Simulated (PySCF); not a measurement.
# C2H7BO (SMILES CBOC): levels of theory compared

Aim: a comparison of 5 runs (HF/STO-3G, HF/3-21G, HF/6-31G*, HF/def2-SVP, B2PLYP/6-311+G**) of C2H7BO. Input form: a Python script.

Program for the calculation: PySCF 2.14.0.

### 1 The system as given

The species is C2H7BO (11 atoms), meant as a singlet with charge 0. SMILES: `CBOC`. The coordinates come from a PBE0-D4/def2-TZVP relaxation. This is one conformer, not always the lowest.

Bond lengths: C1–B2 1.560 Å, B2–O3 1.348 Å, O3–C4 1.411 Å, C1–H5 1.091 Å, C1–H6 1.096 Å, C1–H7 1.096 Å, B2–H8 1.208 Å, C4–H9 1.092 Å, C4–H10 1.094 Å, C4–H11 1.092 Å. Some angles: C1–B2–O3 119.6°, B2–O3–C4 122.3°, C1–B2–H8 122.0°, O3–B2–H8 118.4°, B2–C1–H5 113.4°, B2–C1–H6 110.3°, B2–C1–H7 110.1°, O3–C4–H9 109.0°, O3–C4–H10 111.4°, O3–C4–H11 109.1°.

### 2 Energy and gradient at HF/STO-3G (run 1)

Input file start.xyz:

```xyz
11
C2H7BO
C     -1.306200     1.341700    -0.364700
B     -0.434700     0.206700     0.257100
O      0.626600    -0.267100    -0.425200
C      1.454400    -1.289700     0.083900
H     -0.966000     1.657000    -1.352600
H     -2.351400     1.021300    -0.437600
H     -1.315700     2.214600     0.297900
H     -0.678700    -0.268200     1.340800
H      1.446400    -2.133000    -0.610100
H      1.113800    -1.626100     1.067400
H      2.476800    -0.914200     0.163700
```

Input file input.py:

```python
from pyscf import gto, scf

molecule = gto.Mole()
molecule.atom = 'start.xyz'
molecule.max_memory = 1860
molecule.basis = 'sto-3g'
molecule.verbose = 3
molecule.build()

mf = scf.RHF(molecule)
mf.conv_tol = 1e-10
mf.kernel()
if not mf.converged:
    mf = mf.newton().run(mf.mo_coeff, mf.mo_occ)

e_tot = mf.e_tot
print('Final energy', e_tot)
grad = mf.nuc_grad_method().kernel()
dip = mf.dip_moment()
pop, q = mf.mulliken_pop()
```

Launch:

```bash
$ OMP_NUM_THREADS=1 python input.py
```

What it wrote:

```text
converged SCF energy = -177.159907414864
Final energy -177.15990741486434
[... 8 lines left out ...]
Dipole moment(X, Y, Z, Debye):  0.64902, -0.86340,  0.50460
[... 39 lines left out ...]
charge of   10H =      0.07202
```

Wall time 2.8 s (1 thread of Intel Xeon at 2.70GHz, shared host); peak memory 0.12 GiB.

### 3 Energy and forces at HF/3-21G (run 2)

Input file run.py:

```python
import pyscf.grad
from pyscf import gto, scf

mol = gto.M(
    atom='''
C     -1.306200     1.341700    -0.364700
B     -0.434700     0.206700     0.257100
O      0.626600    -0.267100    -0.425200
C      1.454400    -1.289700     0.083900
H     -0.966000     1.657000    -1.352600
H     -2.351400     1.021300    -0.437600
H     -1.315700     2.214600     0.297900
H     -0.678700    -0.268200     1.340800
H      1.446400    -2.133000    -0.610100
H      1.113800    -1.626100     1.067400
H      2.476800    -0.914200     0.163700
''',
    charge=0,
    max_memory=1860,
    verbose=4,
    basis='3-21g',
    spin=0,
)

hf = scf.RHF(mol)
hf.conv_tol = 1e-10
hf.kernel()
if not hf.converged:
    hf = hf.newton().run(hf.mo_coeff, hf.mo_occ)

etot = hf.e_tot
print('Final energy', etot)
grad = hf.Gradients().kernel()
dip = hf.dip_moment()
pop, q = hf.mulliken_pop()
```

Launch:

```bash
$ OMP_NUM_THREADS=1 python run.py
```

What it wrote:

```text
PySCF version 2.14.0

[... 65 lines left out ...]
converged SCF energy = -178.413073446074
Final energy -178.41307344607407
[... 11 lines left out ...]
Dipole moment(X, Y, Z, Debye):  0.67350, -1.10231,  0.85551
[... 62 lines left out ...]
charge of   10H =      0.20575
```

Wall time 2 s (1 thread of Intel Xeon at 2.70GHz, shared host); peak memory 0.12 GiB.

Runs 3 to 4 aren't shown in full; the table further down has their settings and results.

### 4 The energy at B2PLYP/6-311+G(d,p) (run 5)

Input file calc.py:

```python
from pyscf import gto, dft, mp

mol = gto.M(
    atom=[
    ('C', (-1.306200, 1.341700, -0.364700)),
    ('B', (-0.434700, 0.206700, 0.257100)),
    ('O', (0.626600, -0.267100, -0.425200)),
    ('C', (1.454400, -1.289700, 0.083900)),
    ('H', (-0.966000, 1.657000, -1.352600)),
    ('H', (-2.351400, 1.021300, -0.437600)),
    ('H', (-1.315700, 2.214600, 0.297900)),
    ('H', (-0.678700, -0.268200, 1.340800)),
    ('H', (1.446400, -2.133000, -0.610100)),
    ('H', (1.113800, -1.626100, 1.067400)),
    ('H', (2.476800, -0.914200, 0.163700)),
],
    verbose=4,
    spin=0,
    basis='6-311+g**',
    max_memory=1860,
)

mf = dft.RKS(mol, xc='0.53*HF + 0.47*B88, 0.73*LYP')
mf.grids.level = 5
mf.conv_tol = 1e-10
mf.kernel()
if not mf.converged:
    mf = mf.newton().run(mf.mo_coeff, mf.mo_occ)

pt = mp.MP2(mf, frozen=4).run()
energy = mf.e_tot + 0.27 * pt.e_corr
print('PT2 part  %.8f' % (0.27 * pt.e_corr))
print(f'total energy: {energy:.8f} hartree')
mf.analyze()
```

Launch:

```bash
$ OMP_NUM_THREADS=1 python calc.py
```

What it wrote:

```text
PySCF version 2.14.0

[... 110 lines left out ...]
MO #10  energy= -0.535882727129761 occ= 2
[... 23 lines left out ...]
MO #34  energy= 0.236531109891717  occ= 0
[... 23 lines left out ...]
MO #58  energy= 0.78338865819568   occ= 0
[... 23 lines left out ...]
MO #82  energy= 1.735275349488     occ= 0
[... 23 lines left out ...]
MO #106 energy= 2.70227376205096   occ= 0
[... 23 lines left out ...]
MO #130 energy= 50.5745188921472   occ= 0
[... 144 lines left out ...]
Dipole moment(X, Y, Z, Debye):  0.54708, -0.85067,  0.62227
```

It took 42 s on 1 thread of Intel Xeon at 2.70GHz, shared host; peak memory 0.76 GiB.

### 5 The series

```
run                            level      task  frozen core orbitals  energy (Eh)  dipole moment (D)  HOMO energy (eV)  LUMO energy (eV)  wall time
  1                        HF/STO-3G  gradient                     –  -177.159907               1.19            -10.00              8.64      2.8 s
  2                         HF/3-21G  gradient                     –  -178.413073               1.55            -11.79              4.65        2 s
  3  HF/6-31G* (spherical functions)  gradient                     –  -179.396381               1.24            -11.91              4.71      7.5 s
  4                      HF/def2-SVP  gradient                     –  -179.268260               1.28            -12.00              4.18      7.2 s
  5                 B2PLYP/6-311+G**    energy                     4  -180.403215               1.19             -9.78              0.76       42 s
```

### 6 Outcome

| quantity | value |
| --- | --- |
| run 5: total energy | -180.40321 Eh |
| run 5: dipole moment (SCF part) | 1.19 D |
| run 5: HOMO energy (SCF part's orbitals) | -9.78 eV |
| run 5: LUMO energy (SCF part's orbitals) | 0.76 eV |
| run 5: HOMO–LUMO gap (SCF part's orbitals) | 10.54 eV |

**Reading.** The dipole moment (its size) runs from 1.19 D (B2PLYP/6-311+G**) to 1.55 D (HF/3-21G). The two ends differ in method and basis. A double hybrid's value is that of its SCF part. The HOMO–LUMO gap runs from 10.54 eV (B2PLYP/6-311+G**) to 18.63 eV (HF/STO-3G). In run 1 the basis is minimal, so the values are rough. All runs together took 61 s, the longest 42 s.
